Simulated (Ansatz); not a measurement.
# triplet CH6GeO at 6 levels

Wanted: a comparison of 6 runs (UHF/STO-3G, U-r2SCAN0/cc-pVDZ, UPBE/cc-pVDZ, UPBE0/cc-pVDZ, UMP2/cc-pVDZ, UCCSD(T)/cc-pVDZ) of triplet CH6GeO. 

The results are computed with Ansatz 0.2.0.

64 further runs of the same task are left out: 64 set aside as unsound or not needed.

### Step 1. The system as given

The species is CH6GeO (9 atoms), meant as a triplet with charge 0. SMILES of the parent species: `C[O][GeH3]`. Geometry: relaxed at PBE0-D4/def2-TZVP. That shape belongs to the parent species and isn't relaxed for this state.

Bond lengths: C1–O2 1.406 Å, O2–Ge3 1.779 Å, C1–H4 1.093 Å, C1–H5 1.099 Å, C1–H6 1.099 Å, Ge3–H7 1.542 Å, Ge3–H8 1.531 Å, Ge3–H9 1.542 Å. Some angles: C1–O2–Ge3 117.8°, O2–C1–H4 108.1°, O2–C1–H5 112.2°, O2–C1–H6 112.2°, O2–Ge3–H7 108.9°, O2–Ge3–H8 104.9°, O2–Ge3–H9 108.9°, H4–C1–H5 108.0°, H4–C1–H6 108.0°, H5–C1–H6 108.1°.

### Step 2. The energy at UHF/STO-3G (run 1)

Input file run.yaml:

```yaml
crystal:
  periodic: [false, false, false]
  atoms:
    - {symbol: C, position_ang: [-0.461600, 0.939500, -0.879600]}
    - {symbol: O, position_ang: [-0.657300, -0.383600, -0.447300]}
    - {symbol: Ge, position_ang: [0.409500, -1.004400, 0.834300]}
    - {symbol: H, position_ang: [-1.194400, 1.152600, -1.661500]}
    - {symbol: H, position_ang: [0.540900, 1.094500, -1.301500]}
    - {symbol: H, position_ang: [-0.607700, 1.666800, -0.069200]}
    - {symbol: H, position_ang: [1.870200, -0.939000, 0.345100]}
    - {symbol: H, position_ang: [-0.054100, -2.444000, 1.070300]}
    - {symbol: H, position_ang: [0.242900, -0.128600, 2.092200]}
basis:
  gaussian:
    orbitals: STO-3G
magnetization:
  spin_polarized: true
  initial_magnetization: 2
hamiltonian:
  xc: hf
accuracy: high
output: {orbitals: {seedname: orbitals}}
```

Launch:

```sh
$ ansatz run run.yaml --threads 1 --pin off --max-ram 3480MiB --events-out events.jsonl --progress --plain --runs-dir runs
```

Log:

```text
Warning: RAYON_NUM_THREADS=1 ignored (pool sized by the plan → 1); use --threads N
Functional definition: HF
  name "HF"
  exchange = exact_x
  correlation = 0
575 factors; integrals over basis functions are off by at most 6.1e-9 eV
mean field evaluation 1: about -58943.6013 eV, gradient 1.4e1 eV
mean field evaluation 2: about -58943.8322 eV, gradient 1.4e1 eV
mean field evaluation 4: about -58946.2204 eV, gradient 2.2e0 eV
mean field evaluation 8: about -58946.3447 eV, gradient 1.8e-3 eV
mean field evaluation 16: about -58945.7071 eV, gradient 2.1e0 eV
mean field evaluation 32: about -58945.8344 eV, gradient 1.2e0 eV
mean field -58946.34219535 eV, -2166.2381204133 hartree, gradient 2.3e-8 eV, S^2 2.005786; 0 other end points of the search recorded, 0 dependent functions left out
reference -58946.34219535 eV, -2166.2381204133 hartree; 27, 25 occupied and 7, 9 virtual orbitals, 575 factors
Total energy: -58946.34219535 eV, -2166.2381204133 hartree
```

Wall time 0.48 s (1 thread of Arm Neoverse V2, shared host).

### Step 3. The energy at U-r2SCAN0/cc-pVDZ (run 2)

Input file run.yaml:

```yaml
crystal:
  periodic: [false, false, false]
  atoms:
    - symbol: C
      position_ang: [-0.461600, 0.939500, -0.879600]
    - symbol: O
      position_ang: [-0.657300, -0.383600, -0.447300]
    - symbol: Ge
      position_ang: [0.409500, -1.004400, 0.834300]
    - symbol: H
      position_ang: [-1.194400, 1.152600, -1.661500]
    - symbol: H
      position_ang: [0.540900, 1.094500, -1.301500]
    - symbol: H
      position_ang: [-0.607700, 1.666800, -0.069200]
    - symbol: H
      position_ang: [1.870200, -0.939000, 0.345100]
    - symbol: H
      position_ang: [-0.054100, -2.444000, 1.070300]
    - symbol: H
      position_ang: [0.242900, -0.128600, 2.092200]
basis:
  gaussian:
    orbitals: cc-pVDZ
magnetization:
  spin_polarized: true
  initial_magnetization: 2
hamiltonian:
  xc: {name: r2SCAN0}
accuracy: high
output: {orbitals: {seedname: orbitals}}
```

Launch:

```sh
$ ansatz run run.yaml --threads 1 --pin off --max-ram 3480MiB --events-out events.jsonl --progress --plain --runs-dir runs
```

Log:

```text
Warning: RAYON_NUM_THREADS=1 ignored (pool sized by the plan → 1); use --threads N
Functional definition: r2SCAN0
  name "r2SCAN0"
  parameter a = 0.25
  parameter k0 = 0.174
  parameter k1 = 0.065
  parameter a1 = 4.9479
  exchange = (1 - a)*r2scan_x(k0 = k0, k1 = k1, a1 = a1) + a*exact_x
  correlation = r2scan_c
2014 factors; integrals over basis functions are off by at most 4.4e-9 eV
mean field evaluation 1: about -59686.1545 eV, gradient 2.6e1 eV
mean field evaluation 2: about -59681.2067 eV, gradient 4.3e1 eV
mean field evaluation 4: about -59689.6261 eV, gradient 4.9e0 eV
mean field evaluation 8: about -59689.9172 eV, gradient 6.6e-1 eV
mean field evaluation 16: about -59689.9227 eV, gradient 3.1e-3 eV
mean field evaluation 32: about -59689.9227 eV, gradient 1.9e-6 eV
mean field -59689.92266696 eV, -2193.5641987279 hartree, gradient 6.7e-8 eV, S^2 2.008840; 2 other end points of the search recorded, 0 dependent functions left out
reference -59689.92266873 eV, -2193.5641987931 hartree; 27, 25 occupied and 58, 60 virtual orbitals, 2014 factors
Total energy: -59689.92266873 eV, -2193.5641987931 hartree
```

Run time: 37 s. Hardware: 1 thread of Arm Neoverse V2, shared host; peak memory 0.57 GiB.

Runs 3 to 4 aren't shown in full; the table further down has their settings and results.

### Step 4. The energy at UMP2/cc-pVDZ (run 5)

Input file job.yaml:

```yaml
crystal:
  periodic: [false, false, false]
  atoms:
    - {symbol: C, position_ang: [-0.461600, 0.939500, -0.879600]}
    - {symbol: O, position_ang: [-0.657300, -0.383600, -0.447300]}
    - {symbol: Ge, position_ang: [0.409500, -1.004400, 0.834300]}
    - {symbol: H, position_ang: [-1.194400, 1.152600, -1.661500]}
    - {symbol: H, position_ang: [0.540900, 1.094500, -1.301500]}
    - {symbol: H, position_ang: [-0.607700, 1.666800, -0.069200]}
    - {symbol: H, position_ang: [1.870200, -0.939000, 0.345100]}
    - {symbol: H, position_ang: [-0.054100, -2.444000, 1.070300]}
    - {symbol: H, position_ang: [0.242900, -0.128600, 2.092200]}
basis:
  gaussian:
    orbitals: cc-pVDZ
magnetization:
  spin_polarized: true
  initial_magnetization: 2
correlation:
  method: mp2
  frozen_orbitals: {C: 1, Ge: 9, H: 0, O: 1}
accuracy: high
```

Launch:

```sh
$ ansatz run job.yaml --threads 1 --pin off --max-ram 3480MiB --events-out events.jsonl --progress --plain --runs-dir runs
```

Log (excerpt; [...] marks lines left out):

```text
Warning: RAYON_NUM_THREADS=1 ignored (pool sized by the plan → 1); use --threads N
Functional definition: HF
  name "HF"
[...]
2014 factors; integrals over basis functions are off by at most 4.4e-9 eV
[...]
mean field -59628.97982352 eV, -2191.3245905400 hartree, gradient 3.7e-8 eV, S^2 2.015672; 5 other end points of the search recorded, 0 dependent functions left out
11 core orbitals not correlated: weight in the atoms' cores, before any rotation towards them, 1.000 or more for the frozen orbitals, at most 0.000 for the correlated occupied ones
reference -59628.97982352 eV, -2191.3245905400 hartree; 16, 14 occupied and 58, 60 virtual orbitals, 2014 factors
second order -11.57303514 eV of doubles, -0.00000000 eV of singles
Total energy: -59640.55285866 eV, -2191.7498917370 hartree
```

Wall time 7.5 s (1 thread of Arm Neoverse V2, shared host); peak memory 0.5 GiB.

### Step 5. A single-point energy at UCCSD(T)/cc-pVDZ (run 6)

Input file run.yaml:

```yaml
crystal:
  periodic: [false, false, false]
  atoms:
    - {symbol: C, position_ang: [-0.461600, 0.939500, -0.879600]}
    - {symbol: O, position_ang: [-0.657300, -0.383600, -0.447300]}
    - {symbol: Ge, position_ang: [0.409500, -1.004400, 0.834300]}
    - {symbol: H, position_ang: [-1.194400, 1.152600, -1.661500]}
    - {symbol: H, position_ang: [0.540900, 1.094500, -1.301500]}
    - {symbol: H, position_ang: [-0.607700, 1.666800, -0.069200]}
    - {symbol: H, position_ang: [1.870200, -0.939000, 0.345100]}
    - {symbol: H, position_ang: [-0.054100, -2.444000, 1.070300]}
    - {symbol: H, position_ang: [0.242900, -0.128600, 2.092200]}
basis:
  gaussian:
    orbitals: cc-pVDZ
magnetization:
  spin_polarized: true
  initial_magnetization: 2
correlation:
  method: ccsd_t
  frozen_orbitals: {C: 1, Ge: 9, H: 0, O: 1}
accuracy: high
scf:
  omitted_lower_state_checks: [cluster_reference, increment]
```

Launch:

```sh
$ ansatz run run.yaml --threads 1 --pin off --max-ram 3480MiB --events-out events.jsonl --progress --plain --runs-dir runs
```

Log (excerpt; [...] marks lines left out):

```text
Warning: RAYON_NUM_THREADS=1 ignored (pool sized by the plan → 1); use --threads N
Functional definition: HF
  name "HF"
[...]
2014 factors; integrals over basis functions are off by at most 4.4e-9 eV
[...]
mean field -59628.97982352 eV, -2191.3245905400 hartree, gradient 3.7e-8 eV, S^2 2.015672; 5 other end points of the search recorded, 0 dependent functions left out
11 core orbitals not correlated: weight in the atoms' cores, before any rotation towards them, 1.000 or more for the frozen orbitals, at most 0.000 for the correlated occupied ones
reference -59628.97982352 eV, -2191.3245905400 hartree; 16, 14 occupied and 58, 60 virtual orbitals, 2014 factors
second order -11.57303514 eV of doubles, -0.00000000 eV of singles
cycle   1  -12.46770875 eV  change   -8.9e-1 eV  update   1.0e-1
[...]
cycle  33  -13.07010005 eV  change    1.1e-9 eV  update   3.6e-9
perturbative correction -0.37879152 eV, -0.0139203315 hartree
Total energy: -59642.42871509 eV, -2191.8188281893 hartree
Checks for a lower state left out: cluster_reference, increment
```

Wall time 80 s (1 thread of Arm Neoverse V2, shared host); peak memory 0.91 GiB.

### Step 6. The series

```tsv
run	level	frozen core orbitals	energy (Eh)	HOMO energy (eV)	⟨S²⟩	wall time
1	UHF/STO-3G	–	-2166.238120	0.73	2.006	0.48 s
2	U-r2SCAN0/cc-pVDZ	–	-2193.564199	-1.85	2.009	37 s
3	UPBE/cc-pVDZ	–	-2193.219783	-0.96	2.003	14 s
4	UPBE0/cc-pVDZ	–	-2193.277729	-1.73	2.006	17 s
5	UMP2/cc-pVDZ	11	-2191.749892	–	2.016	7.5 s
6	UCCSD(T)/cc-pVDZ	11	-2191.818828	–	2.016	80 s
```

### Step 7. Results

| quantity | value |
| --- | --- |
| run 6: total energy | -2191.81883 Eh |
| run 6: correlation energy (11 core orbitals frozen) | -494.2 mEh |
| run 6: (T) correction | -13.92 mEh |
| run 6: ⟨S²⟩ of the reference determinant | 2.016 |
| run 6: T1 diagnostic | 0.026 |

**Reading.** Totals of different functionals can't be ranked against each other. In run 1 the basis is minimal, so the values are rough. All runs together took 2.6 min, the longest 80 s.
